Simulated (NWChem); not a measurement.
**BI3 (SMILES IB(I)I): r2SCAN/DGauss-DZVP**

What is the vertical ionisation energy of BI3 at r2SCAN/DGauss-DZVP? 

The results are computed with NWChem 7.3.0.

## Step 1: Starting point

BI3: 4 atoms, total charge 0, spin state singlet. SMILES: `IB(I)I`. Geometry: relaxed at PBE0-D4/def2-TZVP.

Bond lengths: I1–B2 2.110 Å, B2–I3 2.110 Å, B2–I4 2.110 Å. Angles: I1–B2–I3 120.0°, I1–B2–I4 120.0°, I3–B2–I4 120.0°.

## Step 2: The energy at r2SCAN/DGauss-DZVP

struct.nw reads:

```
start struct
title "BI3 r2SCAN"
memory total 2200 mb
geometry noautosym nocenter noautoz
  I     -1.308500    -0.295200     1.615600
  B      0.013900    -0.015100    -0.005100
  I      1.876800    -1.006300    -0.030300
  I     -0.526500     1.256300    -1.600500
end
basis spherical bse
  * library DGauss-DZVP
end
dft
  xc r2scan
  grid fine
  convergence energy 1e-08
  iterations 100
  mulliken
  noprint "final vectors analysis"
end
task dft energy
```

On the command line:

```bash
nwchem struct.nw > struct.out
```

Standard output:

```text
[...]
          Wavefunction type:  closed shell.
          No. of atoms     :     4
          No. of electrons :   164
[...]
          Charge           :     0
          Spin multiplicity:     1
[...]
          AO basis - number of functions:   122
[...]
              XC Information
              --------------
                      r^2SCAN Method XC Functional
               r^2SCAN metaGGA Exchange Functional  1.000
                     r^2SCAN Correlation Potential  1.000
[...]
 d= 0,ls=0.0,diis     1 -20784.2022361764 -2.22D+04  2.04D-02  7.21D-01     8.4
[...]
 d= 0,ls=0.0,diis    10 -20784.3046528260 -1.13D-10  6.44D-08  9.77D-12    63.6
         Total DFT energy =   -20784.304652826009
      One electron energy =   -31393.163649585491
           Coulomb energy =     9722.688174250381
    Exchange-Corr. energy =     -533.152737184932
 Nuclear repulsion energy =     1419.323559694033
[...]
      Total Density - Mulliken Population Analysis
     ---------------------------------------------
    Atom       Charge   Shell Charges
 -----------   ------   -------------------------------------------------------
    1 I   53    53.03   2.00  2.00  2.00  2.00  1.11  0.85  6.00  6.00  6.01  4.21  0.80 10.00  9.96  0.10
    2 B    5     4.92   2.00  0.73  0.23  1.76  0.07  0.12
    3 I   53    53.03   2.00  2.00  2.00  2.00  1.11  0.85  6.00  6.00  6.01  4.21  0.80 10.00  9.96  0.10
    4 I   53    53.03   2.00  2.00  2.00  2.00  1.11  0.85  6.00  6.00  6.01  4.21  0.80 10.00  9.96  0.10
[...]
```

Wall time 65 s (1 thread of Intel Xeon 6975P-C (Granite Rapids), shared host); peak memory 0.11 GiB.

## Step 3: The doublet cation, same level

bi3.nw reads:

```
start bi3
title "BI3"
memory stack 880 mb heap 220 mb global 1100 mb
charge 1

geometry units angstroms noautosym nocenter noautoz
  I     -1.308500    -0.295200     1.615600
  B      0.013900    -0.015100    -0.005100
  I      1.876800    -1.006300    -0.030300
  I     -0.526500     1.256300    -1.600500
end

basis spherical bse
  * library DGauss-DZVP
end

dft
  xc r2scan
  mult 2
  grid fine
  convergence energy 1e-08
  iterations 100
  mulliken
  noprint "final vectors analysis"
end

task dft energy
```

On the command line:

```bash
nwchem bi3.nw > bi3.out
```

Standard output:

```text
[...]
          Wavefunction type:  spin polarized.
          No. of atoms     :     4
          No. of electrons :   163
[...]
          Charge           :     1
          Spin multiplicity:     2
[...]
          AO basis - number of functions:   122
[...]
              XC Information
              --------------
                      r^2SCAN Method XC Functional
               r^2SCAN metaGGA Exchange Functional  1.000
                     r^2SCAN Correlation Potential  1.000
[...]
 d= 0,ls=0.0,diis     1 -20783.8355542851 -2.22D+04  1.22D-02  4.17D-01    10.0
[...]
 d= 0,ls=0.0,diis    12 -20783.9724088432  2.74D-09  6.07D-07  5.26D-09    88.8
[...]
         Total DFT energy =   -20783.972408843201
      One electron energy =   -31360.426535651393
           Coulomb energy =     9689.981572758832
    Exchange-Corr. energy =     -532.851005644673
 Nuclear repulsion energy =     1419.323559694033
[...]
      Total Density - Mulliken Population Analysis
     ---------------------------------------------
    Atom       Charge   Shell Charges
 -----------   ------   -------------------------------------------------------
    1 I   53    52.69   2.00  2.00  2.00  2.00  1.16  0.82  6.00  6.00  6.01  4.09  0.55 10.00  9.96  0.11
    2 B    5     4.93   2.00  0.73  0.23  1.77  0.09  0.12
    3 I   53    52.69   2.00  2.00  2.00  2.00  1.16  0.82  6.00  6.00  6.01  4.09  0.55 10.00  9.96  0.11
    4 I   53    52.69   2.00  2.00  2.00  2.00  1.16  0.82  6.00  6.00  6.01  4.09  0.55 10.00  9.96  0.11
[...]
      <S2> =      0.7522 (Exact =     0.7500)
[...]
```

Wall time 90 s (1 thread of Intel Xeon 6975P-C (Granite Rapids), shared host); peak memory 0.12 GiB.

## Step 4: Outcome

At r2SCAN/DGauss-DZVP:

```
                                          quantity            value
                         singlet BI3: total energy  -20784.30465 Eh
                        singlet BI3: dipole moment           0.00 D
                      doublet cation: total energy  -20783.97241 Eh
                              doublet cation: ⟨S²⟩            0.752
vertical ionisation energy (to the doublet cation)         9.041 eV
```

What this shows: Removing an electron at fixed nuclei costs 9.04 eV (208 kcal/mol).
